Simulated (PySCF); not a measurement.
**MoSF4: geometry, NMR shifts and electronic excitations**

Aim: predict the NMR shifts and electronic excitations of MoSF4 (`[F][Mo]([F])([F])([F])=[S]`).

Computed with PySCF 2.14.0, with density-fitted response routines of our own, on a single molecule in the gas phase. Atoms are numbered from 0 throughout.

## 1. The molecule as given

6 atoms, charge 0, multiplicity 1; geometry from: GFN2-xTB.

Bonds of the start (Å): Mo0–S1 2.15, Mo0–F2 1.76, Mo0–F3 1.76, Mo0–F4 1.76, Mo0–F5 1.76.

## 2. Geometry optimisation at PBE0-D3(BJ)/def2-SVP

Job settings and geometry (Å):

```
{"job": {"xc": "PBE0", "basis": "def2-SVP", "d3": "d3bj", "grid": 1, "maxiter": 40, "kind": "geom"}, "charge": 0, "multiplicity": 1}
Mo    -0.000250     0.000370    -0.127150
S      0.003650    -0.007000     2.021660
F      1.722170     0.012650    -0.476230
F     -0.012010     1.724450    -0.467590
F     -1.724020    -0.009510    -0.469720
F      0.010460    -1.720970    -0.480960
```

**Question.** This job is followed by: GIAO PBE0/pcSseg-1 Mo:def2-TZVP NMR shielding, non-relativistic, gas phase; TDDFT CAM-B3LYP/def2-SVPD, vertical, gas phase, core orbitals frozen in the response; GIAO KT2/pcSseg-1 Mo:def2-TZVP NMR shielding, non-relativistic, gas phase. Predict these results of the whole session: point group; rotational constants (main isotopes); ³³S shifts against CS2 (PBE0/def2-TZVP+pcSseg-1); ¹⁹F shifts against CFCl3 (PBE0/def2-TZVP+pcSseg-1, means over atoms taken as alike); lowest singlet (CAM-B3LYP/def2-SVPD); brightest single state of those computed; lowest triplet; vertical electron affinity (ΔSCF); range of the shift of S1.

As calculated:

| quantity | value |
| --- | --- |
| point group | C4v |
| rotational constants (main isotopes) | 2.12, 1.88, 1.88 GHz |
| ³³S shifts against CS2 (PBE0/def2-TZVP+pcSseg-1) | 1322 ppm |
| ¹⁹F shifts against CFCl3 (PBE0/def2-TZVP+pcSseg-1, means over atoms taken as alike) | 233.2 ppm |
| lowest singlet (CAM-B3LYP/def2-SVPD) | 3.44 eV (360 nm), f = 0.001 |
| brightest single state of those computed | state 7, 5.19 eV, f = 0.005 |
| lowest triplet | 2.80 eV |
| vertical electron affinity (ΔSCF) | 3.10 eV |
| range of the shift of S1 | 1045 to 1322 ppm |

Relaxing lowered the energy by 0.680 eV in 10 steps; the close pair that moved most is Mo0–S1, from 2.149 to 2.066 Å. No frequency check was run at this level, so the end point may be a saddle. At PBE0/def2-TZVP+pcSseg-1: The largest span, 1857 ppm, is at S1, where the paramagnetic term is -1883 ppm. The first singlet state (HOMO→LUMO 1.00) lies at 3.44 eV and is dark; of the 10 states computed, the strongest absorption comes from states 7 to 8 together at 5.19 eV. The lowest triplet lies 0.65 eV below the lowest singlet (triplets in Tamm-Dancoff, singlets in full TDDFT). Across the 2 runs the shift of S1 moves most, between 1045 (KT2/def2-TZVP+pcSseg-1) and 1322 ppm (PBE0/def2-TZVP+pcSseg-1). Spin-orbit coupling is left out, which matters for shieldings and couplings at and beside the heavy atoms.
